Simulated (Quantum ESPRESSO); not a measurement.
# SGaH5 in Quantum ESPRESSO: single point with PBE

Aim: the single point of SGaH5 with PBE.

Program: Quantum ESPRESSO 7.5. These are calculated values, not measurements. Logs are shortened: lines on timing, memory, paths and dates and some standing lists are left out, and cuts for length are marked.

### 1 The undisturbed molecule

The cell holds a molecule in a box, 7 atoms: a = 12.000 Å, b = 13.000 Å, c = 12.000 Å, α = 90.00°, β = 90.00°, γ = 90.00°.

### 2 Single point, PBE (atoms moved at random, drawn with an rms of 0.05 Å)

The input, pw.in:

```
&CONTROL
  calculation = 'scf'
  prefix = 'pwscf'
  outdir = './tmp'
  pseudo_dir = './pseudo'
  tprnfor = .true.
  disk_io = 'nowf'
/
&SYSTEM
  ibrav = 0
  nat = 7
  ntyp = 3
  ecutwfc = 80
  nbnd = 19
  occupations = 'smearing'
  smearing = 'fd'
  degauss = 0.00367493
/
&ELECTRONS
  conv_thr = 1.4d-09
  electron_maxstep = 120
  mixing_beta = 0.5
/
ATOMIC_SPECIES
S     32.0600 S.upf
Ga    69.7230 Ga.upf
H      1.0080 H.upf
CELL_PARAMETERS angstrom
  12.0000000000    0.0000000000    0.0000000000
   0.0000000000   13.0000000000    0.0000000000
   0.0000000000    0.0000000000   12.0000000000
ATOMIC_POSITIONS crystal
S      0.3998440000    0.4108480000    0.5295660000
Ga     0.4768910000    0.5951260000    0.5080850000
H      0.4551300000    0.3765960000    0.6150570000
H      0.4714770000    0.3635530000    0.4545210000
H      0.4297790000    0.6180590000    0.3882350000
H      0.4143520000    0.6408520000    0.6136010000
H      0.6021420000    0.5600210000    0.5238510000
K_POINTS gamma
```

Potentials or basis: PseudoDojo 0.4.1 SR PBE standard.

Launch:

```console
$ OMP_NUM_THREADS=1 pw.x -in pw.in > pw.out
```

pw.out:

```text
This program is part of the open-source Quantum ESPRESSO suite
     for quantum simulation of materials; please cite
         "P. Giannozzi et al., J. Phys.:Condens. Matter 21 395502 (2009);
         "P. Giannozzi et al., J. Phys.:Condens. Matter 29 465901 (2017);
         "P. Giannozzi et al., J. Chem. Phys. 152 154105 (2020);
     in publications or presentations arising from this work. More details at

     gamma-point specific algorithms are used

     G-vector sticks info
     --------------------
     sticks:   dense  smooth     PW     G-vecs:    dense   smooth      PW
     Sum       14183   14183   3545              1221079  1221079  152869

     Using Slab Decomposition

     bravais-lattice index     =            0
     lattice parameter (alat)  =      22.6767  a.u.
     unit-cell volume          =   12632.8822 (a.u.)^3
     number of atoms/cell      =            7
     number of atomic types    =            3
     number of electrons       =        24.00
     number of Kohn-Sham states=           19
     kinetic-energy cutoff     =      80.0000  Ry
     charge density cutoff     =     320.0000  Ry
     scf convergence threshold =      1.4E-09
     mixing beta               =       0.5000
     number of iterations used =            8  plain     mixing
     Exchange-correlation= PBE
                           (   1   4   3   4   0   0   0)

     celldm(1)=  22.676713  celldm(2)=   0.000000  celldm(3)=   0.000000
     celldm(4)=   0.000000  celldm(5)=   0.000000  celldm(6)=   0.000000

     crystal axes: (cart. coord. in units of alat)
               a(1) = (   1.000000   0.000000   0.000000 )
               a(2) = (   0.000000   1.083333   0.000000 )
               a(3) = (   0.000000   0.000000   1.000000 )

     reciprocal axes: (cart. coord. in units 2 pi/alat)
               b(1) = (  1.000000  0.000000  0.000000 )
               b(2) = (  0.000000  0.923077  0.000000 )
               b(3) = (  0.000000  0.000000  1.000000 )

     PseudoPot. # 1 for S  read from file:
     S.upf
     Pseudo is Norm-conserving + core correction, Zval =  6.0
     Generated using ONCVPSP code by D. R. Hamann
     Using radial grid of 1146 points,  6 beta functions with:
                l(1) =   0
                l(2) =   0
                l(3) =   1
                l(4) =   1
                l(5) =   2
                l(6) =   2

     PseudoPot. # 2 for Ga read from file:
     Ga.upf
     Pseudo is Norm-conserving + core correction, Zval = 13.0
     Generated using ONCVPSP code by D. R. Hamann
     Using radial grid of 1902 points,  6 beta functions with:
                l(1) =   0
                l(2) =   0
                l(3) =   1
                l(4) =   1
                l(5) =   2
                l(6) =   2

     PseudoPot. # 3 for H  read from file:
     H.upf
     Pseudo is Norm-conserving, Zval =  1.0
     Generated using ONCVPSP code by D. R. Hamann
     Using radial grid of 1166 points,  3 beta functions with:
                l(1) =   0
                l(2) =   0
                l(3) =   1

     atomic species   valence    mass     pseudopotential
     S                 6.00    32.06000     S ( 1.00)
     Ga               13.00    69.72300     Ga( 1.00)
     H                 1.00     1.00800     H ( 1.00)

     No symmetry found

   Cartesian axes

     site n.     atom                  positions (alat units)
         1        S      tau(   1) = (   0.3998440   0.4450853   0.5295660  )
         2        Ga     tau(   2) = (   0.4768910   0.6447198   0.5080850  )
         3        H      tau(   3) = (   0.4551300   0.4079790   0.6150570  )
         4        H      tau(   4) = (   0.4714770   0.3938491   0.4545210  )
         5        H      tau(   5) = (   0.4297790   0.6695639   0.3882350  )
         6        H      tau(   6) = (   0.4143520   0.6942563   0.6136010  )
         7        H      tau(   7) = (   0.6021420   0.6066894   0.5238510  )

     number of k points=     1  Fermi-Dirac smearing, width (Ry)=  0.0037
                       cart. coord. in units 2pi/alat
        k(    1) = (   0.0000000   0.0000000   0.0000000), wk =   2.0000000

     Dense  grid:   610540 G-vectors     FFT dimensions: ( 135, 144, 135)

     Initial potential from superposition of free atoms

     starting charge      23.9972, renormalised to      24.0000

     negative rho (up, down):  5.297E-05 0.000E+00
     Starting wfcs are   18 randomized atomic wfcs +    1 random wfcs

     Self-consistent Calculation

     iteration #  1     ecut=    80.00 Ry     beta= 0.50
     Davidson diagonalization with overlap
     ethr =  1.00E-02,  avg # of iterations =  5.0

     negative rho (up, down):  2.067E-05 0.000E+00

     total energy              =    -180.79903607 Ry
     estimated scf accuracy    <       0.33307640 Ry

     iteration #  2     ecut=    80.00 Ry     beta= 0.50
     Davidson diagonalization with overlap
     ethr =  1.39E-03,  avg # of iterations =  2.0

     negative rho (up, down):  3.253E-06 0.000E+00

     total energy              =    -180.79893871 Ry
     estimated scf accuracy    <       0.04028915 Ry

     iteration #  3     ecut=    80.00 Ry     beta= 0.50
     Davidson diagonalization with overlap
     ethr =  1.68E-04,  avg # of iterations = 12.0

     negative rho (up, down):  6.313E-07 0.000E+00

     total energy              =    -180.80440931 Ry
     estimated scf accuracy    <       0.00115353 Ry

     iteration #  4     ecut=    80.00 Ry     beta= 0.50
     Davidson diagonalization with overlap
     ethr =  4.81E-06,  avg # of iterations = 20.0

     negative rho (up, down):  3.002E-08 0.000E+00

     total energy              =    -180.80452313 Ry
     estimated scf accuracy    <       0.00014996 Ry

     iteration #  5     ecut=    80.00 Ry     beta= 0.50
     Davidson diagonalization with overlap
     ethr =  6.25E-07,  avg # of iterations =  2.0

     total energy              =    -180.80453190 Ry
     estimated scf accuracy    <       0.00000786 Ry

     iteration #  6     ecut=    80.00 Ry     beta= 0.50
     Davidson diagonalization with overlap
     ethr =  3.27E-08,  avg # of iterations =  2.0

     total energy              =    -180.80453360 Ry
     estimated scf accuracy    <       0.00000073 Ry

     iteration #  7     ecut=    80.00 Ry     beta= 0.50
     Davidson diagonalization with overlap
     ethr =  3.05E-09,  avg # of iterations =  2.0

     total energy              =    -180.80453372 Ry
     estimated scf accuracy    <       0.00000008 Ry

     iteration #  8     ecut=    80.00 Ry     beta= 0.50
     Davidson diagonalization with overlap
     ethr =  3.40E-10,  avg # of iterations =  2.0

     total energy              =    -180.80453374 Ry
     estimated scf accuracy    <          6.3E-09 Ry

     iteration #  9     ecut=    80.00 Ry     beta= 0.50
     Davidson diagonalization with overlap
     ethr =  2.61E-11,  avg # of iterations =  3.0

     End of self-consistent calculation

          k = 0.0000 0.0000 0.0000 ( 76435 PWs)   bands (ev):

   -19.6401 -18.0540 -17.9731 -17.9648 -17.9208 -17.9189 -11.8547 -10.9955
    -9.7059  -7.3439  -6.4350  -6.2933  -1.4152  -1.0313  -0.4742   0.3169
     0.3318   0.6592   0.6994

     the Fermi energy is    -4.1355 ev

!    total energy              =    -180.80453374 Ry
     estimated scf accuracy    <          7.5E-10 Ry
     smearing contrib. (-TS)   =       0.00000000 Ry
     internal energy E=F+TS    =    -180.80453374 Ry

     The total energy is F=E-TS. E is the sum of the following terms:
     one-electron contribution =    -306.34298468 Ry
     hartree contribution      =     159.89351856 Ry
     xc contribution           =     -51.51869894 Ry
     ewald contribution        =      17.16363132 Ry

     convergence has been achieved in   9 iterations

     Forces acting on atoms (cartesian axes, Ry/au):

     atom    1 type  1   force =    -0.01801548   -0.00073550   -0.06953014
     atom    2 type  2   force =     0.00603166    0.00436603    0.01049334
     atom    3 type  3   force =     0.03167678   -0.01610681    0.04405658
     atom    4 type  3   force =    -0.01977244    0.01364090    0.02224410
     atom    5 type  3   force =     0.00089016   -0.00343352    0.00342031
     atom    6 type  3   force =     0.00322299   -0.00318640   -0.00773546
     atom    7 type  3   force =    -0.00403367    0.00545530   -0.00294873

     Total force =     0.098793     Total SCF correction =     0.000038

=------------------------------------------------------------------------------=
   JOB DONE.
=------------------------------------------------------------------------------=
```

Run time: 66 s. Hardware: 1 thread of Intel Xeon at 2.70GHz, shared host; peak memory 0.87 GiB.

What came out:

| Quantity | Value |
| --- | --- |
| Free energy | -2459.9710 eV |
| Largest force | 1.847 eV/Å |
| Gap between the frontier levels | 4.88 eV |

Forces on the atoms (eV/Å):
```
S   -0.463 -0.019 -1.788
Ga   0.155  0.112  0.270
H    0.814 -0.414  1.133
H   -0.508  0.351  0.572
H    0.023 -0.088  0.088
H    0.083 -0.082 -0.199
H   -0.104  0.140 -0.076
```

Caveat: this is a molecule in a periodic box, so the gap is that between its Kohn-Sham HOMO and LUMO and the box isn't a crystal.
